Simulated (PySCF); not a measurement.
# B₂F₃H₂N: electronic excitations and core binding energies

What electronic excitations and core binding energies should B₂F₃H₂N (`NB(F)B(F)F`) show?

Computed with PySCF 2.14.0, with density-fitted response routines of our own, on a single molecule in the gas phase. Atoms are numbered from 0 throughout.

### Step 1. Starting geometry

8 atoms, charge 0, multiplicity 1; geometry from: GFN2-xTB.

Bonds of the start (Å): N0–B1 1.39, B1–F2 1.34, B1–B3 1.70, B3–F4 1.32, B3–F5 1.33, N0–H6 1.00, N0–H7 1.01.

### Step 2. Excited states and response: CAM-B3LYP/def2-SVPD

The job: settings as JSON, then the geometry in Å.

```
{"job": {"kind": "uv", "xc": "CAM-B3LYP", "basis": "def2-SVPD", "nstates": 8, "ntriplets": 3}, "charge": 0, "multiplicity": 1}
N     -1.340530    -0.057131     0.063242
B     -0.100302     0.561705     0.055161
F     -0.129291     1.898177     0.183184
B      1.342880    -0.318525    -0.105555
F      2.548339     0.161159    -0.345034
F      1.361161    -1.644429    -0.015181
H     -1.471587    -1.049735    -0.016881
H     -2.201613     0.458192     0.156499
```

With the program's defaults for keys left out, this is: TDDFT CAM-B3LYP/def2-SVPD, vertical, gas phase, core orbitals frozen in the response.

Launch:

```console
$ OMP_NUM_THREADS=1 python probes_run.py task.json out
```

This one command runs all jobs of the session in turn.

What it wrote:

```text
coarse grid: 7736 points
cycle   1  E = -404.8483439193  dE =  6.990e-01  |g| = 7.830e-01  |ddm| = 4.010e+00
cycle   2  E = -404.8051691453  dE =  4.317e-02  |g| = 1.005e+00  |ddm| = 1.863e+00
cycle   3  E = -404.9636116630  dE = -1.584e-01  |g| = 4.412e-02  |ddm| = 8.810e-01
cycle   4  E = -404.9638960633  dE = -2.844e-04  |g| = 2.779e-02  |ddm| = 9.485e-02
cycle   5  E = -404.9640418492  dE = -1.458e-04  |g| = 9.492e-03  |ddm| = 3.093e-02
cycle   6  E = -404.9640598717  dE = -1.802e-05  |g| = 1.280e-03  |ddm| = 9.995e-03
cycle   7  E = -404.9640601809  dE = -3.092e-07  |g| = 6.414e-04  |ddm| = 2.416e-03
final grid: 78968 points
cycle   8  E = -405.0083411180  dE = -4.535e-05  |g| = 3.695e-03  |ddm| = 4.559e-02
cycle   9  E = -405.0083406988  dE =  4.192e-07  |g| = 4.100e-03  |ddm| = 7.691e-03
cycle  10  E = -405.0083438245  dE = -3.126e-06  |g| = 1.844e-04  |ddm| = 3.542e-03
cycle  11  E = -405.0083438336  dE = -9.138e-09  |g| = 8.776e-05  |ddm| = 3.892e-04
cycle  12  E = -405.0083438348  dE = -1.167e-09  |g| = 2.918e-05  |ddm| = 9.699e-05
cycle  13  E = -405.0083438349  dE = -1.637e-10  |g| = 5.475e-06  |ddm| = 3.756e-05
converged SCF energy = -405.0083438349

Static polarisability (au): isotropic 36.384, principal 28.708 36.912 43.531

Singlet excitations
state   eV       nm        f      main configurations
  1   6.6328    186.9   0.02282   H-1->L 0.98
  2   6.9673    178.0   0.14387   H->L 0.98
  3   7.8672    157.6   0.05069   H->L+1 0.87
  4   8.7329    142.0   0.00011   H-2->L 0.94
  5   9.0341    137.2   0.00435   H-1->L+1 0.92
  6   9.0639    136.8   0.00135   H->L+2 0.58, H->L+4 0.30
  7   9.2290    134.3   0.00420   H-3->L 0.87
  8   9.3480    132.6   0.00346   H->L+3 0.87

Triplet excitations (Tamm-Dancoff, eV): 5.3146 5.5517 7.5495
```

It took 14 s on 1 thread of Arm Neoverse V2, shared host; peak memory 0.58 GiB.

Frontier orbitals and where they lie:

```csv
orbital,eV,atoms
HOMO−3,-13.80,"F2 55 %, F5 17 %, N0 10 %"
HOMO−2,-13.48,"F4 51 %, F5 38 %, F2 6 %"
HOMO−1,-11.12,"B1 25 %, B3 24 %, F2 20 %"
HOMO,-10.52,"N0 64 %, B1 14 %, F2 9 %"
LUMO,-0.44,"B3 34 %, B1 27 %, N0 11 %"
LUMO+1,0.76,"B1 44 %, B3 19 %, H6 11 %"
LUMO+2,1.47,"B3 46 %, H7 12 %, F5 11 %"
```

With each of the 8 states as a Gaussian band of 0.4 eV half-width at 1/e, the curve within the window shown has maxima at 179 nm (ε 6,300), 158 nm (ε 2,100), 136 nm (ε 490) L/(mol cm). Beyond the last state computed it falls off for lack of states. The curve at chosen wavelengths:

```json
{"nm": "129", "ε (L/mol/cm)": "160"}
{"nm": "132", "ε (L/mol/cm)": "358"}
{"nm": "135", "ε (L/mol/cm)": "487"}
{"nm": "138", "ε (L/mol/cm)": "432"}
{"nm": "141", "ε (L/mol/cm)": "269"}
{"nm": "144", "ε (L/mol/cm)": "163"}
{"nm": "147", "ε (L/mol/cm)": "261"}
{"nm": "151", "ε (L/mol/cm)": "876"}
{"nm": "154", "ε (L/mol/cm)": "1564"}
{"nm": "157", "ε (L/mol/cm)": "2034"}
{"nm": "160", "ε (L/mol/cm)": "2043"}
{"nm": "163", "ε (L/mol/cm)": "1819"}
{"nm": "166", "ε (L/mol/cm)": "1906"}
{"nm": "169", "ε (L/mol/cm)": "2686"}
{"nm": "172", "ε (L/mol/cm)": "4057"}
{"nm": "175", "ε (L/mol/cm)": "5460"}
{"nm": "178", "ε (L/mol/cm)": "6256"}
{"nm": "181", "ε (L/mol/cm)": "6138"}
{"nm": "184", "ε (L/mol/cm)": "5252"}
{"nm": "188", "ε (L/mol/cm)": "3571"}
{"nm": "191", "ε (L/mol/cm)": "2398"}
{"nm": "194", "ε (L/mol/cm)": "1492"}
{"nm": "197", "ε (L/mol/cm)": "870"}
{"nm": "200", "ε (L/mol/cm)": "478"}
{"nm": "203", "ε (L/mol/cm)": "249"}
{"nm": "206", "ε (L/mol/cm)": "122"}
```

Ground-state properties from the same run:

```
           property  computed
  dipole moment (D)      3.01
polarisability (Å³)      5.39
 HOMO–LUMO gap (eV)     10.08
      −ε(HOMO) (eV)     10.52
```

### Step 3. X-ray photoelectron lines: SCAN, X2C

The job, as its differences from that of step 2:

```diff
@@ -1,2 +1,2 @@
-{"job": {"kind": "uv", "xc": "CAM-B3LYP", "basis": "def2-SVPD", "nstates": 8, "ntriplets": 3}, "charge": 0, "multiplicity": 1}
+{"job": {"kind": "xps"}, "charge": 0, "multiplicity": 1}
 N     -1.340530    -0.057131     0.063242
```

Level: delta-SCF UKS SCAN, pcX-2 on the ionised atom, pcseg-1 elsewhere, spin-free X2C.

What it wrote:

```text
ground state, core basis on atom 0 (N), 125 functions
  cycle   1  E = -405.44353678  |g| = 7.61e-01
  cycle   2  E = -405.25544440  |g| = 1.32e+00
  cycle   3  E = -405.53972075  |g| = 8.84e-02
  cycle   4  E = -405.54150070  |g| = 2.57e-02
  cycle   5  E = -405.54157134  |g| = 1.66e-02
  cycle   6  E = -405.54163047  |g| = 2.95e-03
  cycle   7  E = -405.54163228  |g| = 1.17e-03
  cycle   8  E = -405.54163213  |g| = 4.09e-04
  E(ground) = -405.52875841 Eh
hole in N 1s of atom 0
  cycle   1  E = -389.93624226  |g| = 1.86e+00
  cycle   2  E = -389.50977396  |g| = 1.95e+00
  cycle   3  E = -390.56932209  |g| = 4.19e-01
  cycle   4  E = -390.57753557  |g| = 3.76e-01
  cycle   5  E = -390.62294308  |g| = 3.61e-02
  cycle   6  E = -390.62336550  |g| = 1.36e-02
  cycle   7  E = -390.62340663  |g| = 8.29e-03
  cycle   8  E = -390.62342943  |g| = 1.73e-03
  cycle   9  E = -390.62343038  |g| = 9.28e-04
  cycle  10  E = -390.62343128  |g| = 4.36e-04
  E(ion) = -390.60974468 Eh   <S^2> = 0.7632   hole on atom = 1.000   binding energy = 405.967 eV
ground state, core basis on atom 1 (B), 125 functions
  cycle   1  E = -405.52659871  |g| = 5.17e-02
  cycle   2  E = -405.52649502  |g| = 3.89e-02
  cycle   3  E = -405.52669482  |g| = 2.34e-02
  cycle   4  E = -405.52677634  |g| = 5.93e-03
  cycle   5  E = -405.52678204  |g| = 1.22e-03
  cycle   6  E = -405.52678268  |g| = 2.11e-04
  E(ground) = -405.51724218 Eh
hole in B 1s of atom 1
  cycle   1  E = -397.87448471  |g| = 1.17e+00
  cycle   2  E = -397.13879490  |g| = 1.61e+00
  cycle   3  E = -398.09598190  |g| = 5.86e-01
  cycle   4  E = -398.22545336  |g| = 2.64e-01
  cycle   5  E = -398.24919087  |g| = 1.50e-01
  cycle   6  E = -398.25724171  |g| = 2.71e-02
  cycle   7  E = -398.25768568  |g| = 1.04e-02
  cycle   8  E = -398.25783563  |g| = 9.63e-03
  cycle   9  E = -398.25791711  |g| = 5.49e-03
  cycle  10  E = -398.25800452  |g| = 3.17e-03
  cycle  11  E = -398.25801997  |g| = 2.50e-03
  cycle  12  E = -398.25802234  |g| = 4.93e-04
  E(ion) = -398.25041742 Eh   <S^2> = 0.8182   hole on atom = 1.000   binding energy = 197.740 eV
ground state, core basis on atom 2 (F), 125 functions
  cycle   1  E = -405.57226443  |g| = 1.23e-01
  cycle   2  E = -405.57142318  |g| = 9.38e-02
  cycle   3  E = -405.57193107  |g| = 6.94e-02
  cycle   4  E = -405.57258136  |g| = 6.88e-03
  cycle   5  E = -405.57259400  |g| = 7.59e-04
  cycle   6  E = -405.57259229  |g| = 2.29e-04
  E(ground) = -405.56430216 Eh
hole in F 1s of atom 2
  cycle   1  E = -379.22354185  |g| = 2.58e+00
  cycle   2  E = -379.19131082  |g| = 2.10e+00
  cycle   3  E = -380.03107017  |g| = 4.28e-01
  cycle   4  E = -380.00203762  |g| = 4.54e-01
  cycle   5  E = -380.10263734  |g| = 3.78e-02
  cycle   6  E = -380.10335666  |g| = 1.42e-02
  cycle   7  E = -380.10342958  |g| = 6.00e-03
  cycle   8  E = -380.10343873  |g| = 2.63e-03
  cycle   9  E = -380.10344209  |g| = 4.25e-04
  E(ion) = -380.10297395 Eh   <S^2> = 0.7564   hole on atom = 1.000   binding energy = 692.838 eV
ground state, core basis on atom 3 (B), 125 functions
  cycle   1  E = -405.52793396  |g| = 1.12e-01
  cycle   2  E = -405.52434893  |g| = 1.82e-01
  cycle   3  E = -405.52958515  |g| = 1.46e-02
  cycle   4  E = -405.52959811  |g| = 1.10e-02
  cycle   5  E = -405.52962611  |g| = 2.07e-03
  cycle   6  E = -405.52962697  |g| = 3.38e-04
  E(ground) = -405.52077929 Eh
hole in B 1s of atom 3
  cycle   1  E = -397.83061630  |g| = 1.16e+00
  cycle   2  E = -396.03891235  |g| = 1.92e+00
  cycle   3  E = -397.94707969  |g| = 7.10e-01
  cycle   4  E = -398.16600939  |g| = 2.56e-01
  cycle   5  E = -398.18638761  |g| = 1.52e-01
  cycle   6  E = -398.18754012  |g| = 1.31e-01
  cycle   7  E = -398.19804864  |g| = 1.51e-02
  cycle   8  E = -398.19813143  |g| = 1.63e-02
  cycle   9  E = -398.19826540  |g| = 8.79e-03
  cycle  10  E = -398.19830476  |g| = 8.24e-03
  cycle  11  E = -398.19836231  |g| = 3.88e-03
  cycle  12  E = -398.19838641  |g| = 2.17e-03
  cycle  13  E = -398.19838987  |g| = 6.96e-04
  cycle  14  E = -398.19839078  |g| = 4.59e-04
  E(ion) = -398.19259083 Eh   <S^2> = 0.8479   hole on atom = 1.000   binding energy = 199.410 eV
ground state, core basis on atom 4 (F), 125 functions
  cycle   1  E = -405.57255479  |g| = 1.23e-01
  cycle   2  E = -405.57174572  |g| = 9.19e-02
  cycle   3  E = -405.57219301  |g| = 7.08e-02
  cycle   4  E = -405.57286106  |g| = 6.07e-03
  cycle   5  E = -405.57286795  |g| = 9.34e-04
  cycle   6  E = -405.57286686  |g| = 2.07e-04
  E(ground) = -405.56481021 Eh
hole in F 1s of atom 4
  cycle   1  E = -379.20449128  |g| = 2.58e+00
  cycle   2  E = -379.02296510  |g| = 2.16e+00
  cycle   3  E = -379.92400853  |g| = 6.02e-01
  cycle   4  E = -379.90416811  |g| = 5.91e-01
  cycle   5  E = -380.07271438  |g| = 1.15e-01
  cycle   6  E = -380.07792626  |g| = 7.74e-02
  cycle   7  E = -380.07987635  |g| = 1.34e-02
  cycle   8  E = -380.07996664  |g| = 3.09e-03
  cycle   9  E = -380.07997105  |g| = 1.15e-03
  cycle  10  E = -380.07997136  |g| = 6.03e-04
  cycle  11  E = -380.07997147  |g| = 1.56e-04
  E(ion) = -380.08001559 Eh   <S^2> = 0.7566   hole on atom = 1.000   binding energy = 693.477 eV
```

Run time: 23 s. Hardware: 1 thread of Arm Neoverse V2, shared host; peak memory 0.48 GiB.

Binding energies by hole, beside the orbital energy of the ground state; the difference holds orbital relaxation and, for a density functional, its self-interaction error:

```
     hole  stands for                environment  ΔSCF (eV)  −ε (eV)   ⟨S²⟩
N1s on N0          N0  nitrogen bonded to B, 2 H     405.97    386.5  0.763
B1s on B1          B1    boron bonded to B, F, N     197.74    181.3  0.818
F1s on F2          F2       fluorine bonded to B     692.84    666.6  0.756
B1s on B3          B3     boron bonded to B, 2 F     199.41    182.6  0.848
F1s on F4      F4, F5       fluorine bonded to B     693.48    667.1  0.757
```

Each hole run stands for the others of its class of like atoms.

### Step 4. Summary of results

| quantity | value |
| --- | --- |
| lowest singlet (CAM-B3LYP/def2-SVPD) | 6.63 eV (187 nm), f = 0.023 |
| brightest single state of those computed | state 2, 6.97 eV, f = 0.144 |
| lowest triplet | 5.31 eV |
| B1s binding energies, SCAN/pcX-2 | B3 199.41, B1 197.74 eV |
| F1s binding energies, SCAN/pcX-2 | F4 693.48, F2 692.84 eV |
| N1s binding energies, SCAN/pcX-2 | N0 405.97 eV |

The first singlet state (HOMO−1→LUMO 0.98) lies at 6.63 eV and is weak; of the 8 states computed, the strongest absorption comes from state 2 at 6.97 eV. The lowest triplet lies 1.32 eV below the lowest singlet (triplets in Tamm-Dancoff, singlets in full TDDFT). B3 (boron bonded to B, 2 F) binds its B1s electron 1.67 eV more tightly than B1 (boron bonded to B, F, N). The F1s levels kept as sound span 0.64 eV, from F2 (fluorine bonded to B) up to F4 (fluorine bonded to B).
